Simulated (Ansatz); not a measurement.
# CH4FNOSi: one species, many methods

One table from this session's results is given with a row withheld; the runs are named, their logs left out.

Computed with Ansatz 0.2.0, Gaussian basis. Level: functionals in def2-TZVPP, the program's frozen cores in correlated methods.

Levels to be run: LDA (SPW92), PBE-D4, revPBE-D4, BLYP-D4, r2SCAN-D4, B97M-V, PBE0-D4, B3LYP-D4, r2SCANh-D4, r2SCAN0-D4, HSE06-D4, BHLYP-D4, CAM-B3LYP-D4, LC-ωPBE, ωB97X-V, ωB97M-V, B2PLYP, PBE-QIDH; CCSD(T)/def2-SVP; CCSD(T)/def2-TZVPP; MP2/def2-QZVPP; extrapolation to the limit; RPA on PBE.

### The geometry

The geometry comes from an earlier relaxation with PBE0-D4 in a triple-zeta def2 set; it is a stationary point, not always the lowest conformer.

SMILES `FC1N[SiH2]O1`, 9 atoms, charge 0, spin multiplicity 1.

Atoms are counted from 1 here; the program's logs count them from 0.

Bond lengths: F1–C2 1.374 Å, C2–N3 1.433 Å, C2–O5 1.402 Å, C2–H6 1.094 Å, N3–Si4 1.720 Å, N3–H7 1.004 Å, Si4–O5 1.681 Å, Si4–H8 1.481 Å, Si4–H9 1.485 Å. Angles: F1–C2–N3 112.3°, F1–C2–O5 110.3°, F1–C2–H6 105.9°, N3–C2–O5 100.3°, N3–C2–H6 116.4°, O5–C2–H6 111.7°, C2–N3–Si4 88.5°, C2–N3–H7 120.7°, Si4–N3–H7 139.4°, N3–Si4–O5 79.6°, N3–Si4–H8 116.8°, N3–Si4–H9 119.4°, O5–Si4–H8 113.5°, O5–Si4–H9 115.8°, H8–Si4–H9 109.1°, C2–O5–Si4 91.1°.

The first run:

in.yaml

```yaml
crystal:
  periodic: [false, false, false]
  atoms:
    - {symbol: F, position_ang: [-0.120692, 2.017641, 0.407117]}
    - {symbol: C, position_ang: [0.130223, 0.957507, -0.429449]}
    - {symbol: N, position_ang: [0.918100, -0.058925, 0.202815]}
    - {symbol: Si, position_ang: [-0.465983, -1.079519, 0.182712]}
    - {symbol: O, position_ang: [-1.050301, 0.241841, -0.675766]}
    - {symbol: H, position_ang: [0.540639, 1.390254, -1.346992]}
    - {symbol: H, position_ang: [1.676041, 0.185952, 0.813352]}
    - {symbol: H, position_ang: [-0.373400, -2.315833, -0.626868]}
    - {symbol: H, position_ang: [-1.166028, -1.385216, 1.455981]}
basis:
  gaussian: {orbitals: def2-TZVPP}
hamiltonian: {xc: lda}
output: {orbitals: {seedname: orbitals}}
```

Launch:

```bash
$ ansatz run in.yaml --threads 2 --pin off --events-out ev --progress --plain --max-ram 4352MiB
```

Steps of the session up to this table: LDA; PBE-D4 (GGA); revPBE-D4 (GGA); BLYP-D4 (GGA); r2SCAN-D4 (meta-GGA); B97M-V (meta-GGA); B3LYP-D4 (hybrid); r2SCANh-D4 (hybrid); r2SCAN0-D4 (hybrid); HSE06-D4 (hybrid); BHLYP-D4 (hybrid); CAM-B3LYP-D4 (range-separated); LC-ωPBE (range-separated); ωB97X-V (range-separated); ωB97M-V (range-separated); B2PLYP (double hybrid); PBE-QIDH (double hybrid).

One table of the session follows, with a row left open; its other results are not shown here.

It belongs to the step «Orbital energies across the functionals». 

```
  functional  HOMO (eV)  gap (eV)
 LDA (SPW92)      -6.62      4.93
      PBE-D4      -6.45      5.02
   revPBE-D4      -6.39      5.07
     BLYP-D4      -6.34      5.02
   r2SCAN-D4      -6.77      5.74
      B97M-V      -6.91      5.67
     PBE0-D4          ?         ?
    B3LYP-D4      -7.68      6.90
  r2SCANh-D4      -7.32      6.59
  r2SCAN0-D4      -8.14      7.84
    HSE06-D4      -7.51      6.59
    BHLYP-D4      -9.31      9.62
CAM-B3LYP-D4      -9.36      9.80
     LC-ωPBE     -10.75     12.42
     ωB97X-V     -10.38     11.89
     ωB97M-V     -10.28     11.45
```

Q: Estimate the row for PBE0-D4 from the others.

As computed: HOMO (eV): -7.92; gap (eV): 7.38. In the column «HOMO (eV)» it lies between r2SCAN0-D4 (-8.14) and B3LYP-D4 (-7.68).
